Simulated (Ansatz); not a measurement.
# BCl2F (dichlorofluoroborane) at 6 levels

Wanted: a comparison of 6 runs (BHLYP/STO-3G, HSE06/STO-3G, PBE0/STO-3G, SVWN5/STO-3G, CCSDT(Q)/STO-3G, CCSD(T)/STO-3G) of BCl2F (dichlorofluoroborane). 

Program for the calculation: Ansatz 0.2.0.

67 further runs of the same task are left out: 4 that didn't finish, 63 set aside as unsound or not needed.

## (1) The molecule

BCl2F: 4 atoms, total charge 0, spin state singlet. As SMILES, `FB(Cl)Cl`. The B2–F1 distance was set to 1.965 Å, away from the relaxed value.

Bond lengths: B2–Cl3 1.739 Å, B2–Cl4 1.739 Å. Angles: Cl3–B2–Cl4 121.5°. A long bond or contact: F1–B2 1.965 Å.

## (2) A single-point energy at BHLYP/STO-3G (run 1)

run.yaml

```yaml
crystal:
  periodic: [false, false, false]
  atoms:
    - {symbol: F, position_ang: [0.167598, -1.707650, -1.144748]}
    - {symbol: B, position_ang: [0.007910, -0.080610, -0.054040]}
    - {symbol: Cl, position_ang: [-1.549540, 0.373780, 0.571420]}
    - {symbol: Cl, position_ang: [1.427260, 0.872140, 0.263810]}
basis:
  gaussian:
    orbitals: STO-3G
hamiltonian:
  xc: {name: BHLYP}
accuracy: high
```

Run with:

```
$ ansatz run run.yaml --threads 1 --pin off --max-ram 3480MiB --events-out events.jsonl --progress --plain --runs-dir runs
```

Output:

```text
Warning: RAYON_NUM_THREADS=1 ignored (pool sized by the plan → 1); use --threads N
Functional definition: BHLYP
  name "BHLYP"
  parameter a = 0.5
  exchange = (1 - a)*b88_x + a*exact_x
  correlation = lyp_c
516 factors; integrals over basis functions are off by at most 2.9e-8 eV
mean field evaluation 1: about -28110.4911 eV, gradient 3.5e1 eV
mean field evaluation 2: about -28036.0418 eV, gradient 1.4e2 eV
mean field evaluation 4: about -28117.0476 eV, gradient 1.6e0 eV
mean field evaluation 8: about -28117.0834 eV, gradient 3.4e-2 eV
mean field evaluation 16: about -28117.0834 eV, gradient 4.3e-7 eV
mean field -28117.08338452 eV, -1033.2837559374 hartree, gradient 4.8e-8 eV, S^2 0.000000; 0 other end points of the search recorded, 0 dependent functions left out
reference -28117.08340199 eV, -1033.2837565795 hartree; 24, 24 occupied and 4, 4 virtual orbitals, 516 factors
Total energy: -28117.08340199 eV, -1033.2837565795 hartree
```

Wall time 1.5 s (1 thread of Arm Neoverse V1, shared host); peak memory 0.1 GiB.

## (3) The energy at HSE06/STO-3G (run 2)

job.yaml

```yaml
crystal:
  periodic: [false, false, false]
  atoms:
    - symbol: F
      position_ang: [0.167598, -1.707650, -1.144748]
    - symbol: B
      position_ang: [0.007910, -0.080610, -0.054040]
    - symbol: Cl
      position_ang: [-1.549540, 0.373780, 0.571420]
    - symbol: Cl
      position_ang: [1.427260, 0.872140, 0.263810]
basis:
  gaussian:
    orbitals: STO-3G
hamiltonian:
  xc: hse06
accuracy: high
```

Run with:

```
$ ansatz run job.yaml --threads 1 --pin off --max-ram 3480MiB --events-out events.jsonl --progress --plain --runs-dir runs
```

Output:

```text
Warning: RAYON_NUM_THREADS=1 ignored (pool sized by the plan → 1); use --threads N
Functional definition: HSE06
  name "HSE06"
  parameter a = 0.25
  parameter omega = 0.11/bohr
  exchange = pbe_x - a*pbe_x_sr(omega) + a*exact_x_sr(omega)
  correlation = pbe_c
516 factors; integrals over basis functions are off by at most 2.9e-8 eV
63 factors; integrals over basis functions are off by at most 8.7e-10 eV
mean field evaluation 1: about -28101.7021 eV, gradient 3.3e1 eV
mean field evaluation 2: about -27992.2172 eV, gradient 1.6e2 eV
mean field evaluation 4: about -28106.3423 eV, gradient 8.2e0 eV
mean field evaluation 8: about -28106.6026 eV, gradient 2.5e-1 eV
mean field evaluation 16: about -28106.6029 eV, gradient 1.1e-6 eV
mean field -28106.60290519 eV, -1032.8986054259 hartree, gradient 7.7e-9 eV, S^2 0.000000; 0 other end points of the search recorded, 0 dependent functions left out
reference -28106.60290668 eV, -1032.8986054808 hartree; 24, 24 occupied and 4, 4 virtual orbitals, 516 factors
Total energy: -28106.60290668 eV, -1032.8986054808 hartree
```

It took 1.9 s on 1 thread of Arm Neoverse V1, shared host; peak memory 0.11 GiB.

## (4) The energy at PBE0/STO-3G (run 3)

input.yaml

```yaml
basis:
  gaussian:
    orbitals: STO-3G
crystal:
  periodic: [false, false, false]
  atoms:
    - {symbol: F, position_ang: [0.167598, -1.707650, -1.144748]}
    - {symbol: B, position_ang: [0.007910, -0.080610, -0.054040]}
    - {symbol: Cl, position_ang: [-1.549540, 0.373780, 0.571420]}
    - {symbol: Cl, position_ang: [1.427260, 0.872140, 0.263810]}
accuracy: high
hamiltonian:
  xc: {name: PBE0}
```

Run with:

```
$ ansatz run input.yaml --threads 1 --pin off --max-ram 3480MiB --events-out events.jsonl --progress --plain --runs-dir runs
```

Output:

```text
Warning: RAYON_NUM_THREADS=1 ignored (pool sized by the plan → 1); use --threads N
Functional definition: PBE0
  name "PBE0"
  parameter a = 0.25
  parameter kappa = 0.804
  parameter beta = 0.06672455060314922
  exchange = (1 - a)*pbe_x(kappa = kappa, mu = beta*pi^2/3) + a*exact_x
  correlation = pbe_c(beta = beta)
516 factors; integrals over basis functions are off by at most 2.9e-8 eV
mean field evaluation 1: about -28101.8239 eV, gradient 3.4e1 eV
mean field evaluation 2: about -27999.2521 eV, gradient 1.6e2 eV
mean field evaluation 4: about -28107.0260 eV, gradient 5.5e0 eV
mean field evaluation 8: about -28107.1334 eV, gradient 2.1e-1 eV
mean field evaluation 16: about -28107.1337 eV, gradient 7.3e-7 eV
mean field -28107.13368574 eV, -1032.9181112516 hartree, gradient 8.4e-9 eV, S^2 0.000000; 0 other end points of the search recorded, 0 dependent functions left out
reference -28107.13368686 eV, -1032.9181112927 hartree; 24, 24 occupied and 4, 4 virtual orbitals, 516 factors
Total energy: -28107.13368686 eV, -1032.9181112927 hartree
```

Wall time 1.6 s (1 thread of Arm Neoverse V1, shared host); peak memory 0.1 GiB.

Runs 4 to 5 aren't shown in full; the table further down has their settings and results.

## (5) The energy at CCSD(T)/STO-3G (run 6)

molecule.yaml

```yaml
basis:
  gaussian:
    orbitals: STO-3G
crystal:
  periodic: [false, false, false]
  atoms:
    - {symbol: F, position_ang: [0.167598, -1.707650, -1.144748]}
    - {symbol: B, position_ang: [0.007910, -0.080610, -0.054040]}
    - {symbol: Cl, position_ang: [-1.549540, 0.373780, 0.571420]}
    - {symbol: Cl, position_ang: [1.427260, 0.872140, 0.263810]}
correlation:
  method: ccsd_t
  frozen_orbitals: {B: 1, Cl: 5, F: 1}
accuracy: high
scf:
  omitted_lower_state_checks: [cluster_reference, increment]
```

Run with:

```
$ ansatz run molecule.yaml --threads 1 --pin off --max-ram 3480MiB --events-out events.jsonl --progress --plain --runs-dir runs
```

Output, shortened:

```text
Warning: RAYON_NUM_THREADS=1 ignored (pool sized by the plan → 1); use --threads N
Functional definition: HF
  name "HF"
[...]
516 factors; integrals over basis functions are off by at most 2.9e-8 eV
[...]
mean field -28069.13236152 eV, -1031.5215883444 hartree, gradient 1.5e-8 eV, S^2 0.000000; 0 other end points of the search recorded, 0 dependent functions left out; unrestricted orbitals would lower it
12 core orbitals not correlated: weight in the atoms' cores, before any rotation towards them, 1.000 or more for the frozen orbitals, at most 0.000 for the correlated occupied ones
reference -28069.13236152 eV, -1031.5215883444 hartree; 12, 12 occupied and 4, 4 virtual orbitals, 516 factors
second order -2.66513730 eV of doubles, -0.00000000 eV of singles
cycle   1  -3.12351453 eV  change   -4.6e-1 eV  update   1.1e-1
[...]
cycle  24  -3.59372085 eV  change   -2.2e-9 eV  update  7.5e-10
perturbative correction -0.13898168 eV, -0.0051074826 hartree
Total energy: -28072.86506405 eV, -1031.6587626324 hartree
Checks for a lower state left out: cluster_reference, increment
```

It took 0.36 s on 1 thread of Arm Neoverse V1, shared host.

## (6) All runs side by side

```
run            level  frozen core orbitals   energy (Eh)  wall time
  1     BHLYP/STO-3G                     –  -1033.283757      1.5 s
  2     HSE06/STO-3G                     –  -1032.898605      1.9 s
  3      PBE0/STO-3G                     –  -1032.918111      1.6 s
  4     SVWN5/STO-3G                     –  -1029.330019        1 s
  5  CCSDT(Q)/STO-3G                    12  -1031.661441     0.87 s
  6   CCSD(T)/STO-3G                    12  -1031.658763     0.36 s
```

## (7) Results

| quantity | value |
| --- | --- |
| run 6: total energy | -1031.65876 Eh |
| run 6: correlation energy (12 core orbitals frozen) | -137.2 mEh |
| run 6: (T) correction | -5.11 mEh |
| run 6: T1 diagnostic | 0.017 |

What this shows: Totals of different functionals can't be ranked against each other. In runs 5, 6 the log says that unrestricted orbitals would lower the reference, so the values rest on an unstable closed-shell determinant (other closed-shell runs at this shape may share the fault). In runs 1, 2, 3, 4, 5, 6 the basis is minimal, so the values are rough. All runs together took 7.2 s, the longest 1.9 s.
